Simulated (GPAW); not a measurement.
# Mg3TiO4 (Pm-3m) in GPAW: further runs

Runs on Mg3TiO4. Level: PBEsol. Tasks: relaxation of cell and atoms.

Everything below comes from runs of GPAW 26.7.0. Logs are shortened: lines on timing, memory, paths and dates and some standing lists are left out, and cuts for length are marked. The log counts tension as positive stress, the text compression.

### Step 1. The crystal as given

It takes space group Pm-3m (No. 221, cubic). The conventional cell has a = 4.314 Å, b = 4.314 Å, c = 4.314 Å, α = 90.00°, β = 90.00°, γ = 90.00°. Around Ti (site symmetry m-3m) lie 6 O at 2.16 Å. Around Mg (site symmetry 4/mmm) lie 6 O at 2.16 Å. O (site symmetry 4/mmm) is surrounded by 2 Ti at 2.16 Å and 4 Mg at 2.16 Å. O (site symmetry m-3m) has 6 Mg at 2.16 Å as nearest neighbours.

The cell comes from a database or a generator and needn't be the stable form of this composition.

### Step 2. Relaxation of cell and atoms, PBEsol

File run.py:

```python
from ase import Atoms
from ase.filters import FrechetCellFilter
from ase.io import write
from ase.optimize import BFGS
from gpaw import GPAW, PW, setup_paths

setup_paths.insert(0, '.')

atoms = Atoms(['Ti', 'Mg', 'Mg', 'Mg', 'O', 'O', 'O', 'O'],
              cell=[[4.31365886, 0.0, 0.0],
                    [0.0, 4.31365886, 0.0],
                    [0.0, 0.0, 4.31365886]],
              scaled_positions=[[0.0, 0.0, 0.0],
                                [0.5, 0.5, 0.0],
                                [0.5, 0.0, 0.5],
                                [0.0, 0.5, 0.5],
                                [0.0, 0.5, 0.0],
                                [0.0, 0.0, 0.5],
                                [0.5, 0.5, 0.5],
                                [0.5, 0.0, 0.0]],
              pbc=True)

calc = GPAW(mode=PW(800),
            xc='PBEsol',
            kpts={'size': (5, 5, 5), 'gamma': True},
            occupations={'name': 'fermi-dirac', 'width': 0.05},
            nbands=55,
            convergence={'density': 1e-05, 'forces': 0.0001},
            maxiter=150,
            txt='gpaw.txt')
atoms.calc = calc
opt = BFGS(FrechetCellFilter(atoms), trajectory='relax.traj', logfile='-')
done = opt.run(fmax=0.02, steps=60)
calc.write('gs.gpw')
write('result.traj', atoms)
print('Converged:', done)
print('Cell:', atoms.cell.cellpar().round(4))
print('Volume:', round(atoms.get_volume(), 4))
print(atoms.get_scaled_positions().round(5))
```

Potentials or basis: PAW data sets generated in the run's folder for this functional, pw.

Launch:

```bash
> gpaw-setup -f PBEsol Mg O Ti
> OMP_NUM_THREADS=1 python run.py
```

gpaw.txt:

```text
__  _  _
 | _ |_)|_||  |
 |__||  | ||/\| - 26.7.0

Input parameters:
  mode=PW(ecut=800.0),
  convergence={'density': 1e-05, 'forces': 0.0001},
  kpts=MonkhorstPack(size=(5, 5, 5), gamma=True),
  maxiter=150,
  nbands=55,
  occupations=Occupations(name='fermi-dirac', width=0.05),
  xc=XC(name='PBEsol')

Diagonalizing LCAO Hamiltonian
Converting LCAO to pw mode
    .----------.
   /|          |
  / |          |
 *  |          |
 |Mg|   O      |
 |  .----------.
 O /  Mg      /
 |/     Mg   /
 Ti---O-----*

Atoms  # Å, Bohr magnetons
|   | symbol |        x |        y |        z |    initial magnetic moments |
|---|--------|----------|----------|----------|-----------------------------|
| 0 |     Ti | 0.000000 | 0.000000 | 0.000000 | ( 0.0000,  0.0000,  0.0000) |
| 1 |     Mg | 2.156829 | 2.156829 | 0.000000 | ( 0.0000,  0.0000,  0.0000) |
| 2 |     Mg | 2.156829 | 0.000000 | 2.156829 | ( 0.0000,  0.0000,  0.0000) |
| 3 |     Mg | 0.000000 | 2.156829 | 2.156829 | ( 0.0000,  0.0000,  0.0000) |
| 4 |      O | 0.000000 | 2.156829 | 0.000000 | ( 0.0000,  0.0000,  0.0000) |
| 5 |      O | 0.000000 | 0.000000 | 2.156829 | ( 0.0000,  0.0000,  0.0000) |
| 6 |      O | 2.156829 | 2.156829 | 2.156829 | ( 0.0000,  0.0000,  0.0000) |
| 7 |      O | 2.156829 | 0.000000 | 0.000000 | ( 0.0000,  0.0000,  0.0000) |

Unit cell  # Å
| periodic |        x |        y |        z |  lengths |    angles |
|----------|----------|----------|----------|----------|-----------|
|      yes | 4.313659 | 0.000000 | 0.000000 | 4.313659 | 90.000000 |
|      yes | 0.000000 | 4.313659 | 0.000000 | 4.313659 | 90.000000 |
|      yes | 0.000000 | 0.000000 | 4.313659 | 4.313659 | 90.000000 |

Number of symmetries: 48
Symmetry operations  # r_c * U_cc + t_c -> r_c
|    | kind |            matrix            |
|----|------|------------------------------|
|  0 |  E   |  1, 0, 0,  0, 1, 0,  0, 0, 1 |
|  1 |  σ   |  1, 0, 0,  0, 1, 0,  0, 0,-1 |
|  2 |  σ   |  1, 0, 0,  0, 0, 1,  0, 1, 0 |
|  3 |  C4  |  1, 0, 0,  0, 0, 1,  0,-1, 0 |
|  4 |  C4  |  1, 0, 0,  0, 0,-1,  0, 1, 0 |
|  5 |  σ   |  1, 0, 0,  0, 0,-1,  0,-1, 0 |
|  6 |  σ   |  1, 0, 0,  0,-1, 0,  0, 0, 1 |
|  7 |  C2  |  1, 0, 0,  0,-1, 0,  0, 0,-1 |
|  8 |  σ   |  0, 1, 0,  1, 0, 0,  0, 0, 1 |
|  9 |  C2  |  0, 1, 0,  1, 0, 0,  0, 0,-1 |
| 10 |  C3  |  0, 1, 0,  0, 0, 1,  1, 0, 0 |
| 11 |  S6  |  0, 1, 0,  0, 0, 1, -1, 0, 0 |
| 12 |  S6  |  0, 1, 0,  0, 0,-1,  1, 0, 0 |
| 13 |  C3  |  0, 1, 0,  0, 0,-1, -1, 0, 0 |
[... 244 lines left out ...]
|         42 |        15.936 |     0.000 |
|         43 |        17.156 |     0.000 |
|        ... |               |           |
|         54 |        23.902 |     0.000 |

No gap
No difference between direct/indirect transitions

Stress tensor  # eV/Ang^3
|         x |         y |        z |
|-----------|-----------|----------|
|  0.046655 | -0.000000 | 0.000000 |
| -0.000000 |  0.046655 | 0.000000 |
|  0.000000 |  0.000000 | 0.046655 |

Forces  # eV/Ang
|        x |        y |        z |
|----------|----------|----------|
|  0.00000 |  0.00000 |  0.00000 |  # Ti   0
|  0.00000 |  0.00000 | -0.00000 |  # Mg   1
|  0.00000 | -0.00000 |  0.00000 |  # Mg   2
| -0.00000 | -0.00000 |  0.00000 |  # Mg   3
| -0.00000 |  0.00000 |  0.00000 |  # O    4
| -0.00000 |  0.00000 |  0.00000 |  # O    5
|  0.00000 |  0.00000 |  0.00000 |  # O    6
|  0.00000 | -0.00000 |  0.00000 |  # O    7

Interpolating wave functions to new cell

         Mg   O
       O    Mg

         O    Mg
       Ti   O

Atoms  # Å, Bohr magnetons
|   | symbol |         x |        y |         z |    initial magnetic moments |
|---|--------|-----------|----------|-----------|-----------------------------|
| 0 |     Ti |  0.000000 | 0.000000 |  0.000000 | ( 0.0000,  0.0000,  0.0000) |
| 1 |     Mg |  2.155027 | 2.155027 | -0.000000 | ( 0.0000,  0.0000,  0.0000) |
| 2 |     Mg |  2.155027 | 0.000000 |  2.155027 | ( 0.0000,  0.0000,  0.0000) |
| 3 |     Mg |  0.000000 | 2.155027 |  2.155027 | ( 0.0000,  0.0000,  0.0000) |
| 4 |      O |  0.000000 | 2.155027 |  0.000000 | ( 0.0000,  0.0000,  0.0000) |
| 5 |      O | -0.000000 | 0.000000 |  2.155027 | ( 0.0000,  0.0000,  0.0000) |
| 6 |      O |  2.155027 | 2.155027 |  2.155027 | ( 0.0000,  0.0000,  0.0000) |
| 7 |      O |  2.155027 | 0.000000 |  0.000000 | ( 0.0000,  0.0000,  0.0000) |

Unit cell  # Å
| periodic |        x |        y |        z |  lengths |    angles |
|----------|----------|----------|----------|----------|-----------|
|      yes | 4.310055 | 0.000000 | 0.000000 | 4.310055 | 90.000000 |
|      yes | 0.000000 | 4.310055 | 0.000000 | 4.310055 | 90.000000 |
|      yes | 0.000000 | 0.000000 | 4.310055 | 4.310055 | 90.000000 |

Number of symmetries: 48
Symmetry operations  # r_c * U_cc + t_c -> r_c
|    | kind |            matrix            |
|----|------|------------------------------|
|  0 |  E   |  1, 0, 0,  0, 1, 0,  0, 0, 1 |
|  1 |  σ   |  1, 0, 0,  0, 1, 0,  0, 0,-1 |
|  2 |  σ   |  1, 0, 0,  0, 0, 1,  0, 1, 0 |
|  3 |  C4  |  1, 0, 0,  0, 0, 1,  0,-1, 0 |
|  4 |  C4  |  1, 0, 0,  0, 0,-1,  0, 1, 0 |
|  5 |  σ   |  1, 0, 0,  0, 0,-1,  0,-1, 0 |
|  6 |  σ   |  1, 0, 0,  0,-1, 0,  0, 0, 1 |
|  7 |  C2  |  1, 0, 0,  0,-1, 0,  0, 0,-1 |
|  8 |  σ   |  0, 1, 0,  1, 0, 0,  0, 0, 1 |
|  9 |  C2  |  0, 1, 0,  1, 0, 0,  0, 0,-1 |
| 10 |  C3  |  0, 1, 0,  0, 0, 1,  1, 0, 0 |
| 11 |  S6  |  0, 1, 0,  0, 0, 1, -1, 0, 0 |
| 12 |  S6  |  0, 1, 0,  0, 0,-1,  1, 0, 0 |
| 13 |  C3  |  0, 1, 0,  0, 0,-1, -1, 0, 0 |
[... 269 lines left out ...]
         Mg   O
       O    Mg

         O    Mg
       Ti   O

Atoms  # Å, Bohr magnetons
|   | symbol |         x |         y |         z |    initial magnetic moments |
|---|--------|-----------|-----------|-----------|-----------------------------|
| 0 |     Ti |  0.000000 | -0.000000 | -0.000000 | ( 0.0000,  0.0000,  0.0000) |
| 1 |     Mg |  2.116050 |  2.116050 | -0.000000 | ( 0.0000,  0.0000,  0.0000) |
| 2 |     Mg |  2.116050 | -0.000000 |  2.116050 | ( 0.0000,  0.0000,  0.0000) |
| 3 |     Mg | -0.000000 |  2.116050 |  2.116050 | ( 0.0000,  0.0000,  0.0000) |
| 4 |      O | -0.000000 |  2.116050 | -0.000000 | ( 0.0000,  0.0000,  0.0000) |
| 5 |      O | -0.000000 | -0.000000 |  2.116050 | ( 0.0000,  0.0000,  0.0000) |
| 6 |      O |  2.116050 |  2.116050 |  2.116050 | ( 0.0000,  0.0000,  0.0000) |
| 7 |      O |  2.116050 | -0.000000 | -0.000000 | ( 0.0000,  0.0000,  0.0000) |

Unit cell  # Å
| periodic |         x |         y |        z |  lengths |    angles |
|----------|-----------|-----------|----------|----------|-----------|
|      yes |  4.232101 | -0.000000 | 0.000000 | 4.232101 | 90.000000 |
|      yes | -0.000000 |  4.232101 | 0.000000 | 4.232101 | 90.000000 |
|      yes |  0.000000 | -0.000000 | 4.232101 | 4.232101 | 90.000000 |

Number of symmetries: 48
Symmetry operations  # r_c * U_cc + t_c -> r_c
|    | kind |            matrix            |
|----|------|------------------------------|
|  0 |  E   |  1, 0, 0,  0, 1, 0,  0, 0, 1 |
|  1 |  σ   |  1, 0, 0,  0, 1, 0,  0, 0,-1 |
|  2 |  σ   |  1, 0, 0,  0, 0, 1,  0, 1, 0 |
|  3 |  C4  |  1, 0, 0,  0, 0, 1,  0,-1, 0 |
|  4 |  C4  |  1, 0, 0,  0, 0,-1,  0, 1, 0 |
|  5 |  σ   |  1, 0, 0,  0, 0,-1,  0,-1, 0 |
|  6 |  σ   |  1, 0, 0,  0,-1, 0,  0, 0, 1 |
|  7 |  C2  |  1, 0, 0,  0,-1, 0,  0, 0,-1 |
|  8 |  σ   |  0, 1, 0,  1, 0, 0,  0, 0, 1 |
|  9 |  C2  |  0, 1, 0,  1, 0, 0,  0, 0,-1 |
| 10 |  C3  |  0, 1, 0,  0, 0, 1,  1, 0, 0 |
| 11 |  S6  |  0, 1, 0,  0, 0, 1, -1, 0, 0 |
| 12 |  S6  |  0, 1, 0,  0, 0,-1,  1, 0, 0 |
| 13 |  C3  |  0, 1, 0,  0, 0,-1, -1, 0, 0 |
[... 242 lines left out ...]
|         42 |        16.735 |     0.000 |
|         43 |        18.276 |     0.000 |
|        ... |               |           |
|         54 |        25.341 |     0.000 |

No gap
No difference between direct/indirect transitions

Stress tensor  # eV/Ang^3
|         x |         y |         z |
|-----------|-----------|-----------|
| -0.005714 | -0.000000 |  0.000000 |
| -0.000000 | -0.005714 |  0.000000 |
|  0.000000 |  0.000000 | -0.005714 |

Forces  # eV/Ang
|        x |        y |       z |
|----------|----------|---------|
|  0.00000 |  0.00000 | 0.00000 |  # Ti   0
|  0.00000 | -0.00000 | 0.00000 |  # Mg   1
|  0.00000 | -0.00000 | 0.00000 |  # Mg   2
| -0.00000 |  0.00000 | 0.00000 |  # Mg   3
| -0.00000 |  0.00000 | 0.00000 |  # O    4
| -0.00000 |  0.00000 | 0.00000 |  # O    5
|  0.00000 |  0.00000 | 0.00000 |  # O    6
|  0.00000 |  0.00000 | 0.00000 |  # O    7

Interpolating wave functions to new cell

         Mg   O
       O    Mg

         O    Mg
       Ti   O

Atoms  # Å, Bohr magnetons
|   | symbol |         x |         y |         z |    initial magnetic moments |
|---|--------|-----------|-----------|-----------|-----------------------------|
| 0 |     Ti |  0.000000 | -0.000000 | -0.000000 | ( 0.0000,  0.0000,  0.0000) |
| 1 |     Mg |  2.120222 |  2.120222 | -0.000000 | ( 0.0000,  0.0000,  0.0000) |
| 2 |     Mg |  2.120222 | -0.000000 |  2.120222 | ( 0.0000,  0.0000,  0.0000) |
| 3 |     Mg | -0.000000 |  2.120222 |  2.120222 | ( 0.0000,  0.0000,  0.0000) |
| 4 |      O | -0.000000 |  2.120222 | -0.000000 | ( 0.0000,  0.0000,  0.0000) |
| 5 |      O | -0.000000 | -0.000000 |  2.120222 | ( 0.0000,  0.0000,  0.0000) |
| 6 |      O |  2.120222 |  2.120222 |  2.120222 | ( 0.0000,  0.0000,  0.0000) |
| 7 |      O |  2.120222 | -0.000000 | -0.000000 | ( 0.0000,  0.0000,  0.0000) |

Unit cell  # Å
| periodic |         x |         y |         z |  lengths |    angles |
|----------|-----------|-----------|-----------|----------|-----------|
|      yes |  4.240444 | -0.000000 | -0.000000 | 4.240444 | 90.000000 |
|      yes | -0.000000 |  4.240444 |  0.000000 | 4.240444 | 90.000000 |
|      yes | -0.000000 |  0.000000 |  4.240444 | 4.240444 | 90.000000 |

Number of symmetries: 48
Symmetry operations  # r_c * U_cc + t_c -> r_c
|    | kind |            matrix            |
|----|------|------------------------------|
|  0 |  E   |  1, 0, 0,  0, 1, 0,  0, 0, 1 |
|  1 |  σ   |  1, 0, 0,  0, 1, 0,  0, 0,-1 |
|  2 |  σ   |  1, 0, 0,  0, 0, 1,  0, 1, 0 |
|  3 |  C4  |  1, 0, 0,  0, 0, 1,  0,-1, 0 |
|  4 |  C4  |  1, 0, 0,  0, 0,-1,  0, 1, 0 |
|  5 |  σ   |  1, 0, 0,  0, 0,-1,  0,-1, 0 |
|  6 |  σ   |  1, 0, 0,  0,-1, 0,  0, 0, 1 |
|  7 |  C2  |  1, 0, 0,  0,-1, 0,  0, 0,-1 |
|  8 |  σ   |  0, 1, 0,  1, 0, 0,  0, 0, 1 |
|  9 |  C2  |  0, 1, 0,  1, 0, 0,  0, 0,-1 |
| 10 |  C3  |  0, 1, 0,  0, 0, 1,  1, 0, 0 |
| 11 |  S6  |  0, 1, 0,  0, 0, 1, -1, 0, 0 |
| 12 |  S6  |  0, 1, 0,  0, 0,-1,  1, 0, 0 |
| 13 |  C3  |  0, 1, 0,  0, 0,-1, -1, 0, 0 |
[... 255 lines left out ...]
Forces  # eV/Ang
|        x |        y |        z |
|----------|----------|----------|
|  0.00000 | -0.00000 |  0.00000 |  # Ti   0
|  0.00000 |  0.00000 |  0.00000 |  # Mg   1
|  0.00000 | -0.00000 |  0.00000 |  # Mg   2
|  0.00000 |  0.00000 | -0.00000 |  # Mg   3
|  0.00000 |  0.00000 |  0.00000 |  # O    4
| -0.00000 |  0.00000 |  0.00000 |  # O    5
| -0.00000 | -0.00000 |  0.00000 |  # O    6
|  0.00000 |  0.00000 |  0.00000 |  # O    7

# Writing to gs.gpw (mode='')
```

Wall time 2.8 min (1 thread of Arm Neoverse V2, shared host); peak memory 0.3 GiB.

What came out:

```
Free energy                            : -54.6363 eV
Relaxed volume                         : 9.53 Å³/atom
Relaxed cell                           : a = 4.240 Å, b = 4.240 Å, c = 4.240 Å, α = 90.00°, β = 90.00°, γ = 90.00°
Space group after relaxing (to 0.05 Å) : Pm-3m (No. 221)
Energy gained by relaxing              : 12.4 meV/atom
Ionic steps                            : 4
Pressure after relaxing                : -0.1 GPa
Band gap on the k mesh                 : none (metal or under the smearing width)
```

The path:
| step | energy change (eV) | largest force (eV/Å) | pressure (GPa) | volume (Å³) |
| --- | --- | --- | --- | --- |
| 1 | 0.0000 | 0.0000 | -7.47 | 80.27 |
| 2 | -0.0090 | 0.0000 | -7.17 | 80.07 |
| 3 | -0.0973 | 0.0000 | 0.92 | 75.80 |
| 4 | -0.0989 | 0.0000 | -0.11 | 76.25 |

Final structure:
```xyz
8
Lattice="4.2404 0.0000 0.0000 0.0000 4.2404 0.0000 0.0000 0.0000 4.2404" Properties=species:S:1:pos:R:3 pbc="T T T"
Ti    0.0000    0.0000    0.0000
Mg    2.1202    2.1202    0.0000
Mg    2.1202    0.0000    2.1202
Mg    0.0000    2.1202    2.1202
O     0.0000    2.1202    0.0000
O     0.0000    0.0000    2.1202
O     2.1202    2.1202    2.1202
O     2.1202    0.0000    0.0000
```

Caveat: later steps reuse the first step's grids; semilocal functionals often make such compounds metallic where correlation or magnetic order opens a gap, which also shifts bond lengths.

(Continued in part 2 of 2.)
